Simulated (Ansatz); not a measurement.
**One shape, several levels: SnGeH6 (SMILES [GeH3][SnH3])**

We compute a comparison of 6 runs (BHLYP/def2-SVP, BLYP/def2-SVP, HSE06/def2-SVP, revPBE/def2-SVP, RPA@PBE0/def2-SVP, BCCD(T)/def2-SVP) of SnGeH6. 

The calculation is run with Ansatz 0.2.0.

41 further runs of the same task are left out: 41 set aside as unsound or not needed.

### Step 1. The structure to begin with

SnGeH6 has 8 atoms, charge 0, and is taken as a singlet. As SMILES, `[GeH3][SnH3]`. The Ge1–H5 distance was set to 1.999 Å, away from the relaxed value.

Bond lengths: Ge1–Sn2 2.595 Å, Ge1–H3 1.538 Å, Ge1–H4 1.538 Å, Sn2–H6 1.707 Å, Sn2–H7 1.707 Å, Sn2–H8 1.707 Å. Angles: Ge1–Sn2–H6 110.4°, Ge1–Sn2–H7 110.5°, Ge1–Sn2–H8 110.4°, Sn2–Ge1–H3 110.4°, Sn2–Ge1–H4 110.4°, H6–Sn2–H7 108.5°, H6–Sn2–H8 108.5°, H7–Sn2–H8 108.5°, H3–Ge1–H4 108.5°. A long bond or contact: Ge1–H5 1.999 Å.

### Step 2. The energy at BHLYP/def2-SVP (core potential) (run 1)

Input file run.yaml:

```yaml
crystal:
  periodic: [false, false, false]
  atoms:
    - {symbol: Ge, position_ang: [-1.006600, 0.105576, -0.699873]}
    - {symbol: Sn, position_ang: [0.499000, -0.470524, 1.333727]}
    - {symbol: H, position_ang: [-2.083300, 1.127076, -0.298073]}
    - {symbol: H, position_ang: [-1.705900, -1.158824, -1.225573]}
    - {symbol: H, position_ang: [0.087500, 0.886500, -2.179300]}
    - {symbol: H, position_ang: [-0.440100, -1.113024, 2.606627]}
    - {symbol: H, position_ang: [1.678500, -1.624424, 0.895227]}
    - {symbol: H, position_ang: [1.295400, 0.928876, 1.901527]}
basis:
  gaussian:
    orbitals: def2-SVP
hamiltonian:
  xc: {name: BHLYP}
accuracy: high
output:
  orbitals: {seedname: orbitals}
```

Launch:

```sh
ansatz run run.yaml --threads 1 --pin off --max-ram 3480MiB --events-out events.jsonl --progress --plain --runs-dir runs
```

Output:

```text
Warning: RAYON_NUM_THREADS=1 ignored (pool sized by the plan → 1); use --threads N
Functional definition: BHLYP
  name "BHLYP"
  parameter a = 0.5
  exchange = (1 - a)*b88_x + a*exact_x
  correlation = lyp_c
2013 factors; integrals over basis functions are off by at most 9.2e-9 eV
mean field evaluation 1: about -62435.6102 eV, gradient 1.1e1 eV
mean field evaluation 2: about -62435.7842 eV, gradient 7.1e0 eV
mean field evaluation 4: about -62435.8397 eV, gradient 1.2e0 eV
mean field evaluation 8: about -62435.9644 eV, gradient 5.9e-3 eV
mean field evaluation 16: about -62435.9644 eV, gradient 1.8e-6 eV
mean field -62435.96435974 eV, -2294.4793696038 hartree, gradient 2.2e-8 eV, S^2 0.000000; 0 other end points of the search recorded, 0 dependent functions left out
reference -62435.96439104 eV, -2294.4793707541 hartree; 30, 30 occupied and 58, 58 virtual orbitals, 2013 factors
Total energy: -62435.96439104 eV, -2294.4793707541 hartree
```

Run time: 7.8 s. Hardware: 1 thread of Arm Neoverse V2, shared host; peak memory 0.32 GiB.

### Step 3. A single-point energy at BLYP/def2-SVP (core potential) (run 2)

Input file molecule.yaml:

```yaml
crystal:
  periodic: [false, false, false]
  atoms:
    - {symbol: Ge, position_ang: [-1.006600, 0.105576, -0.699873]}
    - {symbol: Sn, position_ang: [0.499000, -0.470524, 1.333727]}
    - {symbol: H, position_ang: [-2.083300, 1.127076, -0.298073]}
    - {symbol: H, position_ang: [-1.705900, -1.158824, -1.225573]}
    - {symbol: H, position_ang: [0.087500, 0.886500, -2.179300]}
    - {symbol: H, position_ang: [-0.440100, -1.113024, 2.606627]}
    - {symbol: H, position_ang: [1.678500, -1.624424, 0.895227]}
    - {symbol: H, position_ang: [1.295400, 0.928876, 1.901527]}
basis:
  gaussian:
    orbitals: def2-SVP
hamiltonian:
  xc: {name: BLYP}
accuracy: high
output: {orbitals: {seedname: orbitals}}
```

Launch:

```sh
ansatz run molecule.yaml --threads 1 --pin off --max-ram 3480MiB --events-out events.jsonl --progress --plain --runs-dir runs
```

Output:

```text
Warning: RAYON_NUM_THREADS=1 ignored (pool sized by the plan → 1); use --threads N
Functional definition: BLYP
  name "BLYP"
  parameter beta = 0.0042
  parameter a = 0.04918
  parameter b = 0.132
  parameter c = 0.2533
  parameter d = 0.349
  exchange = b88_x(beta = beta)
  correlation = lyp_c(a = a, b = b, c = c, d = d)
2013 factors; integrals over basis functions are off by at most 9.2e-9 eV
mean field evaluation 1: about -62436.7483 eV, gradient 2.6e1 eV
mean field evaluation 2: about -62437.1206 eV, gradient 2.7e1 eV
mean field evaluation 4: about -62438.0977 eV, gradient 1.3e0 eV
mean field evaluation 8: about -62438.0968 eV, gradient 2.5e-2 eV
mean field evaluation 16: about -62438.0968 eV, gradient 5.3e-7 eV
mean field -62438.09681528 eV, -2294.5577358994 hartree, gradient 4.9e-8 eV, S^2 0.000000; 0 other end points of the search recorded, 0 dependent functions left out
reference -62438.09687736 eV, -2294.5577381807 hartree; 30, 30 occupied and 58, 58 virtual orbitals, 2013 factors
Total energy: -62438.09687736 eV, -2294.5577381807 hartree
```

Wall time 6 s (1 thread of Arm Neoverse V2, shared host); peak memory 0.23 GiB.

Runs 3 to 5 aren't shown in full; the table further down has their settings and results.

### Step 4. A single-point energy at BCCD(T)/def2-SVP (core potential) (run 6)

Input file input.yaml:

```yaml
basis:
  gaussian:
    orbitals: def2-SVP
crystal:
  periodic: [false, false, false]
  atoms:
    - symbol: Ge
      position_ang: [-1.006600, 0.105576, -0.699873]
    - symbol: Sn
      position_ang: [0.499000, -0.470524, 1.333727]
    - symbol: H
      position_ang: [-2.083300, 1.127076, -0.298073]
    - symbol: H
      position_ang: [-1.705900, -1.158824, -1.225573]
    - symbol: H
      position_ang: [0.087500, 0.886500, -2.179300]
    - symbol: H
      position_ang: [-0.440100, -1.113024, 2.606627]
    - symbol: H
      position_ang: [1.678500, -1.624424, 0.895227]
    - symbol: H
      position_ang: [1.295400, 0.928876, 1.901527]
accuracy: high
scf:
  omitted_lower_state_checks: [cluster_reference, increment]
total_charge: 0
correlation:
  method: bccd_t
  frozen_orbitals: {Ge: 9, H: 0, Sn: 4}
```

Launch:

```sh
ansatz run input.yaml --threads 1 --pin off --max-ram 3480MiB --events-out events.jsonl --progress --plain --runs-dir runs
```

Output, cut to the lines that bear on the results:

```text
Warning: RAYON_NUM_THREADS=1 ignored (pool sized by the plan → 1); use --threads N
Functional definition: HF
  name "HF"
[...]
2013 factors; integrals over basis functions are off by at most 9.2e-9 eV
[...]
mean field -62365.12247071 eV, -2291.8759782003 hartree, gradient 3.7e-8 eV, S^2 0.000000; 0 other end points of the search recorded, 0 dependent functions left out
13 core orbitals not correlated: weight in the atoms' cores, before any rotation towards them, 1.000 or more for the frozen orbitals, at most 0.000 for the correlated occupied ones
reference -62365.12247071 eV, -2291.8759782003 hartree; 17, 17 occupied and 58, 58 virtual orbitals, 2013 factors
second order -9.83215388 eV of doubles, -0.00000000 eV of singles
cycle   1  -10.32606430 eV  change   -4.9e-1 eV  update   9.4e-2
[...]
cycle  19  -10.86015756 eV  change    3.7e-9 eV  update   3.6e-9
perturbative correction -0.34036263 eV, -0.0125080961 hartree
Total energy: -62376.32299091 eV, -2292.2875897255 hartree
Checks for a lower state left out: cluster_reference, increment
```

It took 26 s on 1 thread of Arm Neoverse V2, shared host; peak memory 0.68 GiB.

### Step 5. All runs side by side

| run | level | frozen core orbitals | energy (Eh) | HOMO energy (eV) | LUMO energy (eV) | HOMO–LUMO gap (eV) | wall time |
| --- | --- | --- | --- | --- | --- | --- | --- |
| 1 | BHLYP/def2-SVP (core potential) | – | -2294.479371 | -8.79 | -0.06 | 8.74 | 7.8 s |
| 2 | BLYP/def2-SVP (core potential) | – | -2294.557738 | -6.68 | -1.71 | 4.96 | 6 s |
| 3 | HSE06/def2-SVP (core potential) | – | -2294.314333 | -7.51 | -1.32 | 6.19 | 7.8 s |
| 4 | revPBE/def2-SVP (core potential) | – | -2294.465391 | -6.81 | -1.72 | 5.10 | 6 s |
| 5 | RPA@PBE0/def2-SVP (core potential) | 13 | -2292.420014 | – | – | – | 12 s |
| 6 | BCCD(T)/def2-SVP (core potential) | 13 | -2292.287590 | – | – | – | 26 s |

### Step 6. What came out

```
                                           quantity           value
                                run 6: total energy  -2292.28759 Eh
run 6: correlation energy (13 core orbitals frozen)      -411.6 mEh
                              run 6: (T) correction      -12.51 mEh
```

What this shows: Over runs 1, 2, 3, 4 the HOMO–LUMO gap runs from 4.96 eV (BLYP/def2-SVP) to 8.74 eV (BHLYP/def2-SVP). Totals of different functionals can't be ranked against each other. All runs together took 66 s, the longest 26 s.
